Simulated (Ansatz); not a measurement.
**ScV2Ga4, 7 atoms: time against threads**

Aim: measure how long a molecular-dynamics run at PBEsol takes on ScV2Ga4, and how the time changes with the share of the machine.

Program: Ansatz 0.2.0 (molecular dynamics, PBEsol, plane waves PAW). Host: Intel Xeon 6975P-C (Granite Rapids), 96 cores, 190 hardware threads, 362 GiB; it was booked for these runs alone, one at a time. Each run is timed once from launch to exit, start-up included.

## (1) What is computed

The cell holds 7 atoms in 107 Å³.

## (2) The reference run

Contents of input.yaml:

```yaml
crystal:
  lattice:
    - [-3.227166, 3.227166, 2.574416]
    - [3.227166, -3.227166, 2.574416]
    - [3.227166, 3.227166, -2.574416]
  atoms:
    - { symbol: Sc, position: [0.000000, 0.000000, 0.000000] }
    - { symbol: V, position: [0.750000, 0.250000, 0.500000] }
    - { symbol: V, position: [0.250000, 0.750000, 0.500000] }
    - { symbol: Ga, position: [0.300872, 0.300872, 0.601744] }
    - { symbol: Ga, position: [0.699128, 0.699128, 0.398256] }
    - { symbol: Ga, position: [0.300872, 0.699128, 0.000000] }
    - { symbol: Ga, position: [0.699128, 0.300872, 0.000000] }
kpoints:
  mp_grid: { grid: [7, 7, 6] }
hamiltonian:
  xc: pbesol
scf:
  occupations: { method: gaussian, width: 0.1 }
md: { ensemble: nvt_langevin, temperature: 800, timestep: 1.0, n_steps: 10, initial_velocities: maxwell_boltzmann, seed: 1 }
```

Launch:

```
$ ansatz run input.yaml --backend cpu --events-out ev --progress --plain --runs-dir out
```

## (3) On 4 threads

input.yaml is that of step 2.

(Steps that only read results are left out.)

**Question.** How long do these runs take on this host, and what pays? Wanted: reference; fastest over threads; speed-up from 4 to 96 threads.

The runs gave:

| quantity | value |
| --- | --- |
| reference | 7.3 s on 96 threads |
| fastest over threads | 7.3 s on 96 |
| speed-up from 4 to 96 threads | 11 (45 % efficient) |

**Reading.** Going from 4 to 96 threads cuts the time by a factor of 11, 45 % of the ideal. In the reference run the eigensolver takes 47 % of the time. The figures hold for this build, input and host.
